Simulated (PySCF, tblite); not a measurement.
# C5H8BFS: geometry, infrared bands and NMR shifts

Wanted: the infrared bands and NMR shifts of C5H8BFS (`FB1CCC(=S)CC1`), by calculation.

The runs use tblite 0.8.0 and PySCF 2.14.0, with density-fitted response routines of our own; the level of theory stands in each step. All values are computed, except where a source is named. Atoms are numbered from 0 throughout.

### Step 1. The starting structure

16 atoms, charge 0, multiplicity 1; geometry from: force field or distance geometry start.

Bonds of the start (Å): F0–B1 1.43, B1–C2 1.61, C2–C3 1.54, C3–C4 1.51, C4–S5 1.43, C4–C6 1.51, C6–C7 1.52, C7–B1 1.59, C2–H8 1.12, C2–H9 1.09, C3–H10 1.10, C3–H11 1.11, C6–H12 1.10, C6–H13 1.08, C7–H14 1.11, C7–H15 1.11.

### Step 2. Relaxing the molecule with GFN2-xTB

The job: settings as JSON, then the geometry in Å.

```
{"job": {"kind": "relax", "xc": "GFN2-xTB", "basis": "xTB"}, "charge": 0, "multiplicity": 1}
F     -0.105100    -0.046900    -2.431500
B      0.148000    -0.797200    -1.236000
C      1.457200    -0.387600    -0.398600
C      1.107200     0.908300     0.353500
C     -0.142100     0.594300     1.137500
S     -0.178000     0.539500     2.562000
C     -1.365700     0.354100     0.288800
C     -1.121400    -1.022300    -0.303400
H      1.608300    -1.138600     0.424600
H      2.339600    -0.278900    -1.023800
H      1.933900     1.257400     0.986100
H      0.790700     1.647800    -0.409600
H     -1.332300     1.069200    -0.540800
H     -2.267700     0.428900     0.886000
H     -0.878100    -1.708100     0.540900
H     -2.002100    -1.410900    -0.847200
```

On the command line:

```bash
OMP_NUM_THREADS=1 python probes_run.py task.json out
```

This one command runs all jobs of the session in turn.

**Question.** This job is followed by: GFN2-xTB harmonic vibrations, gas phase; GIAO PBE0/pcSseg-1 NMR shielding, non-relativistic, gas phase. Predict these results of the whole session: strongest single infrared mode (GFN2-xTB); zero-point energy (GFN2-xTB); 13C shifts against TMS (PBE0/pcSseg-1, means over atoms taken as alike); 1H shifts against TMS (PBE0/pcSseg-1, means over atoms taken as alike); 19F shifts against CFCl3 (PBE0/pcSseg-1); 11B shifts against BF3·OEt2 (PBE0/pcSseg-1); 33S shifts against CS2 (PBE0/pcSseg-1).

**Answer**, as computed:

| quantity | value |
| --- | --- |
| strongest single infrared mode (GFN2-xTB) | 1223 cm⁻¹, 189 km/mol |
| zero-point energy (GFN2-xTB) | 77.2 kcal/mol |
| 13C shifts against TMS (PBE0/pcSseg-1, means over atoms taken as alike) | 285.9, 52.2, 27.2 ppm |
| 1H shifts against TMS (PBE0/pcSseg-1, means over atoms taken as alike) | 3.46, 1.51 ppm |
| 19F shifts against CFCl3 (PBE0/pcSseg-1) | -17.9 ppm |
| 11B shifts against BF3·OEt2 (PBE0/pcSseg-1) | 59.3 ppm |
| 33S shifts against CS2 (PBE0/pcSseg-1) | 1023 ppm |

What this shows: Relaxing lowered the energy by 2.002 eV in 75 steps; the close pair that moved most is C4–S5, from 1.426 to 1.623 Å. All 42 modes are real, so the xTB geometry is a minimum. The strongest single mode, at 1223 cm⁻¹, has its largest shares on B1, H14, H8 and F0 (the list is cut at 4 atoms). GFN2-xTB is a fitted tight-binding method: band positions and strengths are rough. Its intensities can rank the bands wrongly. The most deshielded carbon is C4 (thiocarbonyl carbon), at 285.9 ppm: low-lying n→π* states of the double bond to the heteroatom give a large paramagnetic term (-359 ppm). At PBE0/pcSseg-1: The largest span, 2266 ppm, is at S5, where the paramagnetic term is -1576 ppm.
